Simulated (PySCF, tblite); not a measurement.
# C₁₁H₈O: excited states

Aim: compute the excited states of C₁₁H₈O (`O=Cc1ccc2cccc-2cc1`).

Computed with tblite 0.8.0 and PySCF 2.14.0 and routines of our own; the level stands in each step. Atoms count from 0.

## 1. The system as given

20 atoms, charge 0, multiplicity 1; geometry from: force field or distance geometry start.

## 2. Optimising the geometry with GFN2-xTB

What the job is given:

```
{"job": {"kind": "relax", "xc": "GFN2-xTB", "basis": "xTB"}, "charge": 0, "multiplicity": 1}
O      4.210800     0.870600     0.212400
C      3.470200    -0.105200     0.107700
C      1.983900    -0.035500     0.071500
C      1.364100    -1.220900    -0.047000
C     -0.048500    -1.549000    -0.105100
C     -1.090700    -0.704200    -0.093600
C     -2.474500    -1.113600    -0.174600
C     -3.207600     0.005800    -0.114700
C     -2.329900     1.145400    -0.004900
C     -1.051400     0.747900     0.017200
C      0.072600     1.635800     0.114800
C      1.365900     1.285600     0.140800
H      3.903300    -1.121300     0.071900
H      1.979000    -2.132700    -0.082500
H     -0.259700    -2.604900    -0.193300
H     -2.838300    -2.127600    -0.243100
H     -4.289400     0.064500    -0.150800
H     -2.695400     2.159500     0.052500
H     -0.161600     2.701400     0.188500
H      2.091900     2.109200     0.229200
```

The run is started by

```sh
$ OMP_NUM_THREADS=1 python excited_run.py task.json out
```

This one command runs all jobs of the session in turn.

Standard output:

```text
step      E/eV     max force
  0    -859.87292    2.648
  1    -860.09149    2.373
  2    -860.16288    1.041
  3    -860.19244    0.538
  4    -860.21854    0.345
  5    -860.23828    0.384
  6    -860.24455    0.182
  7    -860.24825    0.134
  8    -860.25068    0.151
  9    -860.25210    0.114
 10    -860.25305    0.070
 11    -860.25397    0.075
 12    -860.25485    0.078
 13    -860.25549    0.064
 14    -860.25589    0.039
 15    -860.25625    0.058
 16    -860.25667    0.060
 17    -860.25709    0.059
 18    -860.25736    0.041
 19    -860.25747    0.019
 20    -860.25752    0.020
 21    -860.25756    0.018
 22    -860.25761    0.018
 23    -860.25765    0.015
 24    -860.25767    0.011
 25    -860.25769    0.010
```

It took 0.24 s on 1 thread of Arm Neoverse V1, shared host.

Relaxation path:

| step | energy from step 0 (eV) | largest force (eV/Å) |
| --- | --- | --- |
| 0 | 0.0000 | 2.6476 |
| 1 | -0.2186 | 2.3734 |
| 2 | -0.2900 | 1.0411 |
| 3 | -0.3195 | 0.5381 |
| 4 | -0.3456 | 0.3453 |
| 5 | -0.3654 | 0.3838 |
| 6 | -0.3716 | 0.1818 |
| 7 | -0.3753 | 0.1338 |
| 8 | -0.3778 | 0.1507 |
| 9 | -0.3792 | 0.1136 |
| 10 | -0.3801 | 0.0695 |
| 11 | -0.3810 | 0.0748 |
| 12 | -0.3819 | 0.0782 |
| 13 | -0.3826 | 0.0641 |
| 14 | -0.3830 | 0.0392 |
| 15 | -0.3833 | 0.0583 |
| 16 | -0.3837 | 0.0598 |
| 17 | -0.3842 | 0.0589 |
| 18 | -0.3844 | 0.0407 |
| 19 | -0.3845 | 0.0192 |
| 20 | -0.3846 | 0.0200 |
| 21 | -0.3846 | 0.0185 |
| 22 | -0.3847 | 0.0176 |
| 23 | -0.3847 | 0.0146 |
| 24 | -0.3847 | 0.0108 |
| 25 | -0.3848 | 0.0098 |

Distances of close pairs at the start and the end, largest changes first:

| bond | before (Å) | after (Å) | change (Å) |
| --- | --- | --- | --- |
| C3–C4 | 1.451 | 1.384 | -0.067 |
| C2–C11 | 1.460 | 1.397 | -0.063 |
| C8–C9 | 1.339 | 1.394 | +0.055 |
| C2–C3 | 1.343 | 1.397 | +0.054 |
| C6–C7 | 1.339 | 1.393 | +0.054 |
| C9–C10 | 1.436 | 1.383 | -0.052 |
| C5–C6 | 1.445 | 1.394 | -0.051 |
| C7–C8 | 1.443 | 1.393 | -0.050 |

The end geometry stands in the next job.

## 3. Vibrational analysis with GFN2-xTB

What the job is given:

```
{"job": {"kind": "ir", "xc": "GFN2-xTB", "basis": "xTB"}, "charge": 0, "multiplicity": 1}
O      4.150299     0.916308     0.211270
C      3.444670    -0.055136     0.120497
C      1.967488    -0.040513     0.067960
C      1.346846    -1.287324    -0.043707
C     -0.002850    -1.585459    -0.112631
C     -1.081355    -0.719663    -0.089407
C     -2.424283    -1.086192    -0.163190
C     -3.208672     0.064038    -0.111210
C     -2.387926     1.184420    -0.003700
C     -1.057060     0.768920     0.015466
C      0.052407     1.589127     0.114125
C      1.387714     1.228965     0.137843
H      3.884089    -1.071216     0.068088
H      2.019466    -2.137180    -0.080756
H     -0.256669    -2.636622    -0.196700
H     -2.787771    -2.093771    -0.246479
H     -4.283834     0.083078    -0.148736
H     -2.719155     2.204520     0.055020
H     -0.157991     2.650621     0.181842
H      2.109438     2.033759     0.221369
```

Standard output:

```text
mode    cm-1     km/mol
  1      64.0      3.85
  2     115.4      5.65
  3     151.9      3.25
  4     203.4      5.60
  5     236.7      0.37
  6     308.8      0.04
  7     325.9      8.61
  8     329.9      1.94
  9     383.3      0.52
 10     500.7     12.33
 11     537.0      0.10
 12     576.5      0.06
 13     583.0      5.24
 14     684.9      0.01
 15     704.9      0.16
 16     720.8      2.90
 17     757.2     37.15
 18     776.4      0.88
 19     807.2     17.04
 20     811.3     29.40
 21     812.5     17.45
 22     847.6      1.21
 23     873.4      2.60
 24     915.5     15.33
 25     920.4      1.69
 26     926.9      0.36
 27     930.8      0.03
 28    1048.5     32.35
 29    1075.8      8.59
 30    1091.4      1.33
 31    1154.7    154.15
 32    1178.5      4.37
 33    1220.6     13.14
 34    1244.5      5.02
 35    1289.2      2.07
 36    1314.4      1.37
 37    1341.8     29.50
 38    1378.7     21.36
 39    1400.5     41.06
 40    1424.3      3.15
 41    1446.1    106.72
 42    1515.8      2.23
 43    1537.1     14.06
 44    1580.3      2.92
 45    1582.5      7.50
 46    1742.1    502.90
 47    2755.8    134.47
 48    3031.7      8.13
 49    3040.9     13.01
 50    3043.9     40.96
 51    3052.4     11.49
 52    3124.2     18.85
 53    3141.5     47.21
 54    3146.7     42.39
```

Wall time 0.97 s (1 thread of Arm Neoverse V1, shared host).

The strongest bands and the atoms that carry them (share of the mass-weighted mode):

| cm⁻¹ | km/mol | atoms |
| --- | --- | --- |
| 1155 | 154.2 | C2 56 %, C1 12 % |
| 1400 | 41.1 | H12 46 % |
| 1446 | 106.7 | C6 22 %, C8 20 %, C7 13 % |
| 1742 | 502.9 | C1 59 %, O0 39 % |
| 2756 | 134.5 | H12 94 % |
| 3044 | 41.0 | H14 58 %, H13 34 % |
| 3142 | 47.2 | H15 66 %, H17 25 % |
| 3147 | 42.4 | H17 61 %, H15 18 %, H16 13 % |

## 4. Excited states: TDA LC-wPBE/def2-SVP

The job, as its differences from that of step 3:

```diff
@@ -1,2 +1,2 @@
-{"job": {"kind": "ir", "xc": "GFN2-xTB", "basis": "xTB"}, "charge": 0, "multiplicity": 1}
+{"job": {"kind": "states", "xc": "LC-wPBE", "basis": "def2-SVP", "tda": true, "soc": true, "nstates": 8, "ntriplets": 5, "nquad": 4}, "charge": 0, "multiplicity": 1}
 O      4.150299     0.916308     0.211270
```

Method: TDA LC-wPBE/def2-SVP excited states, vertical, gas phase, spin-orbit mean-field couplings.

Standard output:

```text
coarse grid: 17992 points
cycle   1  E = -498.1510807884  dE =  3.283e+00  |g| = 8.589e-01  |ddm| = 5.801e+00
cycle   2  E = -498.0378778620  dE =  1.132e-01  |g| = 1.245e+00  |ddm| = 2.675e+00
cycle   3  E = -498.3270235761  dE = -2.891e-01  |g| = 6.086e-02  |ddm| = 1.682e+00
cycle   4  E = -498.3284269138  dE = -1.403e-03  |g| = 3.623e-02  |ddm| = 1.960e-01
cycle   5  E = -498.3287979464  dE = -3.710e-04  |g| = 1.077e-02  |ddm| = 6.622e-02
cycle   6  E = -498.3288440842  dE = -4.614e-05  |g| = 3.539e-03  |ddm| = 2.642e-02
cycle   7  E = -498.3288521108  dE = -8.027e-06  |g| = 1.909e-03  |ddm| = 1.076e-02
final grid: 177472 points
cycle   8  E = -498.4244606945  dE = -3.717e-05  |g| = 4.648e-03  |ddm| = 4.085e-02
cycle   9  E = -498.4244626841  dE = -1.990e-06  |g| = 4.811e-03  |ddm| = 1.211e-02
cycle  10  E = -498.4244672933  dE = -4.609e-06  |g| = 7.846e-04  |ddm| = 5.905e-03
cycle  11  E = -498.4244675380  dE = -2.447e-07  |g| = 3.935e-04  |ddm| = 1.237e-03
cycle  12  E = -498.4244676619  dE = -1.239e-07  |g| = 2.127e-04  |ddm| = 1.259e-03
cycle  13  E = -498.4244677011  dE = -3.919e-08  |g| = 9.273e-05  |ddm| = 5.536e-04
cycle  14  E = -498.4244677059  dE = -4.808e-09  |g| = 3.512e-05  |ddm| = 5.958e-04
cycle  15  E = -498.4244677072  dE = -1.289e-09  |g| = 1.516e-05  |ddm| = 1.220e-04
cycle  16  E = -498.4244677074  dE = -2.367e-10  |g| = 6.583e-06  |ddm| = 5.667e-05
converged SCF energy = -498.4244677074

Singlet excitations
state   eV       nm        f     d(h-e)  d(exc)  Lambda  PR(NTO)  |dmu|/D   mu/D   main configurations
  1   2.3413   529.6   0.01907   1.045   3.364   0.573   1.133    2.736    4.490   H->L 0.90
  2   3.7535   330.3   0.00008   1.262   2.896   0.398   1.013    3.844    2.659   H-2->L 0.69, H-2->L+2 0.30
  3   3.9564   313.4   0.02695   0.970   3.432   0.822   2.008    2.681    4.427   H-1->L 0.57, H->L+1 0.41
  4   5.2716   235.2   0.07593   0.599   3.275   0.707   1.784    1.372    3.264   H-1->L+1 0.69, H-3->L 0.24
  5   5.7274   216.5   2.24882   0.929   3.371   0.809   2.209                     H->L+1 0.50, H-1->L 0.36
  6   6.0710   204.2   0.00012   0.481   3.104   0.478   1.195                     H-5->L 0.79, H-2->L+2 0.09
  7   6.4465   192.3   0.23206   1.543   3.579   0.591   2.381                     H-3->L 0.39, H->L+2 0.36, H-1->L+1 0.12
  8   6.5495   189.3   0.00003   0.418   3.155   0.437   1.113                     H-6->L 0.89

Triplet excitations (Tamm-Dancoff)
state   eV     d(h-e)  d(exc)  Lambda  PR(NTO)   main configurations
  1   1.7082   0.955   3.376   0.566   1.017   H->L 0.96
  2   2.1879   0.475   3.122   0.815   1.913   H-1->L 0.63, H->L+1 0.27
  3   2.8403   0.666   3.333   0.832   1.759   H->L+1 0.68, H-1->L 0.29
  4   3.1554   1.096   2.724   0.403   1.012   H-2->L 0.62, H-2->L+2 0.35
  5   4.1104   0.480   3.288   0.717   1.101   H-1->L+1 0.94
S1 - T1 = 0.6331 eV

Spin-orbit couplings |<S|Hso|T>| (cm-1)
             T1       T2       T3       T4       T5
S0        0.033    0.016    0.025   49.453    0.023
S1        0.002    0.019    0.018    0.653    0.001
S2        1.240    7.745    4.983    0.175    0.634
S3        0.018    0.001    0.002    6.088    0.023
S4        0.003    0.008    0.002    0.741    0.001
S5        0.030    0.002    0.004   10.575    0.020
S6        3.044    1.832    1.159    2.711    0.417
S7        0.008    0.022    0.017    2.893    0.001
S8        1.170    2.242    1.375    7.489    0.581
T1 sublevels (cm-1): 0.000 0.000 0.000   radiative rates (1/s): 0.000339 0.00039 0.000232
```

Run time: 1.7 min. Hardware: 1 thread of Arm Neoverse V1, shared host; peak memory 1 GiB.

From this job:

| quantity | value |
| --- | --- |
| S1 less T1 | 0.63 eV |

The fields below are evaluated on a grid from the run's orbitals.

Frontier orbitals at LC-wPBE/def2-SVP, with the share of their density that lies nearest to each atom:

| orbital | energy (eV) | lies on |
| --- | --- | --- |
| HOMO | -8.19 | C6, C8 about 21 % each; C3, C11 about 11 % each; C5, C9 about 9 % each |
| LUMO | -1.08 | C2 15 %; 5 C atoms about 10 % each; O0 8 % |

ELF in a plane through or near 20 of the atoms.

Values, 10 rows by 14 columns:
```
0.00 0.00 0.00 0.00 0.00 0.00 0.00 0.00 0.00 0.00 0.00 0.00 0.00 0.00
0.00 0.00 0.00 0.00 0.00 0.00 0.00 0.27 0.00 0.00 0.00 0.00 0.00 0.00
0.00 0.00 0.00 0.00 0.36 0.62 0.18 1.00 0.21 0.73 0.95 0.01 0.00 0.00
0.00 0.01 0.53 0.84 0.28 0.99 0.69 0.42 0.12 0.89 0.94 0.01 0.00 0.00
0.00 0.15 0.92 0.43 0.14 0.73 0.64 0.80 0.29 0.21 0.75 0.68 0.43 0.00
0.00 0.00 0.05 0.61 0.85 0.35 0.19 0.34 0.61 0.37 0.09 1.00 0.96 0.00
0.00 0.00 0.91 1.00 0.04 0.37 0.81 0.43 0.52 0.29 0.48 0.03 0.01 0.00
0.00 0.00 0.01 0.03 0.83 0.99 0.16 1.00 0.09 0.97 0.99 0.03 0.00 0.00
0.00 0.00 0.00 0.00 0.01 0.02 0.03 0.97 0.05 0.02 0.07 0.00 0.00 0.00
0.00 0.00 0.00 0.00 0.00 0.00 0.00 0.00 0.00 0.00 0.00 0.00 0.00 0.00
```
The map spans 13.8 Å across and 10.5 Å up, centred on the molecule. Atoms in the plane (x, y in Å): O0 (-4.1, 1.0), C1 (-3.4, 0.0), C2 (-2.0, 0.0), C3 (-1.4, -1.3), C4 (0.0, -1.6), C5 (1.1, -0.7), C6 (2.4, -1.1), C7 (3.2, 0.0), C8 (2.4, 1.1), C9 (1.1, 0.8), C10 (0.0, 1.6), C11 (-1.4, 1.3), H12 (-3.9, -1.0), H13 (-2.1, -2.1), H14 (0.2, -2.6), H15 (2.8, -2.1), H16 (4.3, 0.0), H17 (2.8, 2.2), H18 (0.2, 2.7), H19 (-2.1, 2.1).

log10 of the density (e/Å³) in the same plane.

Values, 10 rows by 14 columns:
```
-4.0 -4.0 -4.0 -4.0 -4.0 -4.0 -4.0 -4.0 -4.0 -4.0 -4.0 -4.0 -4.0 -4.0
-4.0 -4.0 -4.0 -4.0 -3.7 -3.4 -2.9 -2.3 -2.9 -3.3 -3.4 -4.0 -4.0 -4.0
-4.0 -4.0 -3.6 -2.9 -2.0 -1.5 -1.4 -0.4 -1.6 -1.5 -1.5 -2.9 -4.0 -4.0
-4.0 -2.8 -1.0 -0.5 -0.9  0.2  0.0  0.4 -0.7  0.0 -0.3 -2.2 -3.5 -4.0
-4.0 -2.1  0.1  0.8 -0.5  0.2  0.0  0.1  1.3  0.6 -0.1 -0.9 -2.1 -3.8
-4.0 -3.0 -1.2  0.2  0.1  0.6 -0.6 -0.4  0.3 -0.1  0.4  0.0 -1.6 -3.5
-4.0 -3.3 -1.4 -0.1 -1.0  0.2  0.3  0.5  0.1  0.8 -0.3 -1.7 -2.7 -4.0
-4.0 -4.0 -2.9 -2.2 -1.2 -0.3 -0.7  0.3 -1.2 -0.6 -0.7 -2.5 -4.0 -4.0
-4.0 -4.0 -4.0 -3.9 -2.9 -2.5 -2.2 -1.5 -2.3 -2.6 -2.6 -3.6 -4.0 -4.0
-4.0 -4.0 -4.0 -4.0 -4.0 -4.0 -3.9 -3.5 -3.9 -4.0 -4.0 -4.0 -4.0 -4.0
```
The map spans 13.8 Å across and 10.5 Å up, centred on the molecule. Atoms in the plane (x, y in Å): O0 (-4.1, 1.0), C1 (-3.4, 0.0), C2 (-2.0, 0.0), C3 (-1.4, -1.3), C4 (0.0, -1.6), C5 (1.1, -0.7), C6 (2.4, -1.1), C7 (3.2, 0.0), C8 (2.4, 1.1), C9 (1.1, 0.8), C10 (0.0, 1.6), C11 (-1.4, 1.3), H12 (-3.9, -1.0), H13 (-2.1, -2.1), H14 (0.2, -2.6), H15 (2.8, -2.1), H16 (4.3, 0.0), H17 (2.8, 2.2), H18 (0.2, 2.7), H19 (-2.1, 2.1).

On the surface of density 0.002 e/bohr³ the electrostatic potential runs, from the 1st to the 99th percentile, from -1.46 V near O0 to 1.17 V near H13.

## 5. Outcome

```
                                                                  quantity                  value
                                 strongest single infrared mode (GFN2-xTB)  1742 cm⁻¹, 503 km/mol
                                              zero-point energy (GFN2-xTB)          93.9 kcal/mol
                                 S1 less T1 (step 4, TDA LC-wPBE/def2-SVP)                0.63 eV
potential on the surface of density 0.002 e/bohr³, 1st and 99th percentile     -1.46 V and 1.17 V
```

What this shows: No mode is imaginary among the 54: a minimum at this level. The strongest single mode, at 1742 cm⁻¹, moves mainly C1 and O0. Unscaled tight-binding wavenumbers are off by several per cent, some by more. Its intensities can rank the bands wrongly. In step 4, the number of triplets below S1 is 2, and the largest singlet-triplet spin-orbit coupling is S0–T4, 49.45 cm⁻¹. By nearest atom (LC-wPBE/def2-SVP), the HOMO sits on C6, C8 about 21 % each; C3, C11 about 11 % each and the LUMO on C2 15 %; 5 C atoms about 10 % each.
